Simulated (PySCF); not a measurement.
# GdH18O9 (Gd(H2O)93+): the cost of one run

Program: PySCF 2.14.0. Level of theory: several levels, as the steps say, no spin–orbit coupling. These are calculated values, not measurements.

1 further run of the same task is left out (for a known fault of the program).

## Step 1: The starting structure

28 atoms, charge 3, spin multiplicity 1.

Bond lengths: Gd1–O2 2.539 Å, Gd1–O5 2.539 Å, Gd1–O8 2.539 Å, Gd1–O11 2.539 Å, Gd1–O14 2.539 Å, Gd1–O17 2.539 Å, Gd1–O20 2.466 Å, Gd1–O23 2.466 Å, Gd1–O26 2.466 Å, O2–H3 0.980 Å, O2–H4 0.981 Å, O5–H6 0.980 Å, O5–H7 0.981 Å, O8–H9 0.980 Å, O8–H10 0.981 Å, O11–H12 0.981 Å, O11–H13 0.980 Å, O14–H15 0.981 Å and more. Angles: O2–Gd1–O5 74.0°, O2–Gd1–O8 74.0°, O2–Gd1–O11 91.9°, O2–Gd1–O14 139.3°, O2–Gd1–O17 139.3°, O2–Gd1–O20 69.7°, O2–Gd1–O23 134.0°, O2–Gd1–O26 69.7°, O5–Gd1–O8 74.0°, O5–Gd1–O11 139.3°, O5–Gd1–O14 91.9°, O5–Gd1–O17 139.3°, O5–Gd1–O20 69.7°, O5–Gd1–O23 69.7°, O5–Gd1–O26 134.0°, O8–Gd1–O11 139.3°, O8–Gd1–O14 139.3°, O8–Gd1–O17 91.9° and more.

As a file:

```xyz
28
charge 3, multiplicity 1
Gd    0.0000    0.0000    0.0000
O     1.7650    0.0000    1.8246
H     1.7221    0.0000    2.8035
H     2.7276    0.0000    1.6370
O    -0.8825    1.5285    1.8246
H    -0.8610    1.4913    2.8035
H    -1.3638    2.3621    1.6370
O    -0.8825   -1.5285    1.8246
H    -0.8610   -1.4914    2.8035
H    -1.3638   -2.3622    1.6370
O     1.7650    0.0000   -1.8246
H     2.7276    0.0000   -1.6370
H     1.7221    0.0000   -2.8035
O    -0.8825    1.5285   -1.8246
H    -1.3638    2.3621   -1.6370
H    -0.8610    1.4913   -2.8035
O    -0.8825   -1.5285   -1.8246
H    -1.3638   -2.3622   -1.6370
H    -0.8610   -1.4914   -2.8035
O     1.2327    2.1352    0.0000
H     1.5284    2.6474    0.7808
H     1.5284    2.6474   -0.7808
O    -2.4655    0.0000    0.0000
H    -3.0569    0.0000    0.7808
H    -3.0569    0.0000   -0.7808
O     1.2328   -2.1352    0.0000
H     1.5285   -2.6473    0.7808
H     1.5285   -2.6473   -0.7808
```

Formal oxidation states: Gd +3. Each metal's 7 4f electrons lie in its core potential, so multiplicities, spins and levels count the valence alone. An earlier session relaxed this geometry at PBE, Gd lcecp-1-SVP with ECP53, O def2-SVP, H def2-SVP (singlet, point group D3h). Its vibrations showed it to be a saddle point, relaxed within its symmetry.

At PBE on the finer grid: E = -721.821988 Eh, HOMO -18.05 eV, LUMO -11.61 eV, Mulliken charge on Gd1 +0.49 e, largest force component 0.007 eV/Å. 

Levels to run: TPSSh; BLYP; r2SCAN; revPBE. Hardware: 4 threads of AMD EPYC (Zen 3), shared host.

## Step 2: TPSSh

run.py (the lines that set the calculation)

```python
mol = gto.M(atom='''
Gd     0.00000     0.00000     0.00000
O      1.76497     0.00002     1.82460
H      1.72206     0.00002     2.80348
H      2.72758     0.00004     1.63703
O     -0.88251     1.52850     1.82460
H     -0.86105     1.49134     2.80348
H     -1.36382     2.36213     1.63703
O     -0.88247    -1.52852     1.82460
H     -0.86101    -1.49136     2.80348
H     -1.36376    -2.36217     1.63703
O      1.76497     0.00002    -1.82460
H      2.72758     0.00004    -1.63703
H      1.72206     0.00002    -2.80348
O     -0.88251     1.52850    -1.82460
H     -1.36382     2.36213    -1.63703
H     -0.86105     1.49134    -2.80348
O     -0.88247    -1.52852    -1.82460
H     -1.36376    -2.36217    -1.63703
H     -0.86101    -1.49136    -2.80348
O      1.23273     2.13522     0.00000
H      1.52842     2.64738     0.78084
H      1.52842     2.64738    -0.78084
O     -2.46552    -0.00003     0.00000
H     -3.05691    -0.00004     0.78084
H     -3.05691    -0.00004    -0.78084
O      1.23279    -2.13518     0.00000
H      1.52849    -2.64734     0.78084
H      1.52849    -2.64734    -0.78084''',
    basis={'Gd': 'lcecp-1-SVP', 'O': 'def2-SVP', 'H': 'def2-SVP'},
    ecp={'Gd': 'lcecp-1-SVP'},
    charge=3, spin=0)
mf = dft.RKS(mol, xc='TPSSH')
mf.grids.atom_grid = (75, 302)  # f atoms: unpruned, at least (60, 302)
mf = mf.density_fit()  # fitting sets: Gd AutoAux, O def2-universal-JKFIT, H def2-universal-JKFIT
mf.conv_tol = 1e-08; mf.max_cycle = 55
mf.kernel(dm0)  # dm0: the density of the relaxed state
```

Command:

```sh
$ OMP_NUM_THREADS=4 python run.py
```

**Question.** How long does this run take on 4 threads of AMD EPYC (Zen 3), shared host?

About 3.4 min.
